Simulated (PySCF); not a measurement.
# C2H7BO: the cost of one run

Computed with PySCF 2.14.0, with density-fitted response routines of our own, on a single molecule in the gas phase. Atoms count from 0, in the outputs and in this text.

## Step 1: The starting structure

11 atoms, charge 0, multiplicity 1; geometry from: GFN2-xTB. The atoms were then displaced at random by about 0.01 Å, so the start is not that level's minimum.

Bonds of the start (Å): C0–B1 1.56, B1–O2 1.32, O2–C3 1.46, C0–H4 1.08, C0–H5 1.12, C0–H6 1.09, B1–H7 1.19, C3–H8 1.10, C3–H9 1.08, C3–H10 1.07.

## Step 2: Relaxing the molecule at PBE0-D3(BJ)/def2-SVP

What the job is given:

```
{"job": {"xc": "PBE0", "basis": "def2-SVP", "d3": "d3bj", "grid": 1, "shake": 0.01, "kind": "geom"}, "charge": 0, "multiplicity": 1}
C     -1.884780    -0.084550    -0.041300
B     -0.352800    -0.173440    -0.314510
O      0.453450     0.214520     0.649880
C      1.907750     0.184010     0.585650
H     -2.378930    -1.044480    -0.116000
H     -2.392520     0.565050    -0.800260
H     -2.119820     0.358720     0.930540
H      0.086050    -0.579170    -1.346880
H      2.248210    -0.471770     1.395420
H      2.256090     1.187860     0.770050
H      2.215410    -0.182580    -0.373460
```

Command:

```
$ OMP_NUM_THREADS=1 python probes_run.py task.json out
```

One launch serves the whole session: the jobs run in the order shown.

Q: Estimate the wall time and peak memory of this first job on 1 thread of Arm Neoverse N1, shared host.

About 24 s, with a peak of 0.38 GiB.
